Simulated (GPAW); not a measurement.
Runs of GPAW 26.7.0 on HPbNO4. The typed cell holds 7 atoms: a = 4.204 Å, b = 4.339 Å, c = 6.729 Å, α = 71.95°, β = 72.29°, γ = 62.23°. The cell was built by a generator and needn't be a form met in nature.

```csv
task,level,potentials or basis,k mesh,ranks,band path,band points,mesh quality,gap on the mesh (eV),pressure (GPa),largest force (eV/Å)
single point,PBE+D3,"GPAW PAW data sets (gpaw-data 1.2.1), pw",4 × 4 × 3,-,-,-,coarse,2.97,-0.9,0.09
band structure,PW91,"PAW data sets generated in the run's folder for this functional, pw",5 × 5 × 3,8,"XGY,LGZ,NGM,RG",60,not flagged,2.86,(a),0.07
band structure,r2SCAN,"GPAW PAW data sets (gpaw-data 1.2.1), pw",5 × 5 × 3,8,"XGY,LGZ,NGM,RG",60,not flagged,3.20,(b),0.65
single point,PBE+D3(BJ),"GPAW PAW data sets (gpaw-data 1.2.1), pw",4 × 4 × 3,-,-,-,coarse,2.97,-1.2,0.08
single point,PBE,"GPAW PAW data sets (gpaw-data 1.2.1), pw",4 × 4 × 3,-,-,-,coarse,2.97,(c),0.09
band structure,AM05,"PAW data sets generated in the run's folder for this functional, pw",5 × 5 × 3,8,"XGY,LGZ,NGM,RG",60,not flagged,2.86,(d),0.51
```

Alike in all rows: no spin polarisation; cell as given; cutoff (eV) 800; smearing fermi-dirac 0.05 eV.

Fill in the values left out.

(a) -0.6; (b) -3.4; (c) -0.3; (d) -2.5.

Caveats: some runs use coarse meshes; spin-orbit coupling is left out, which as a rule narrows the gap of such compounds by several tenths of an eV; an odd mesh through Γ misses points on the zone boundary, where band edges often lie (some runs); the PAW data sets were made with another functional, which shifts forces and pressure a little (some runs).

A k mesh can miss the band edges, and the runs leave out spin-orbit coupling on Pb.
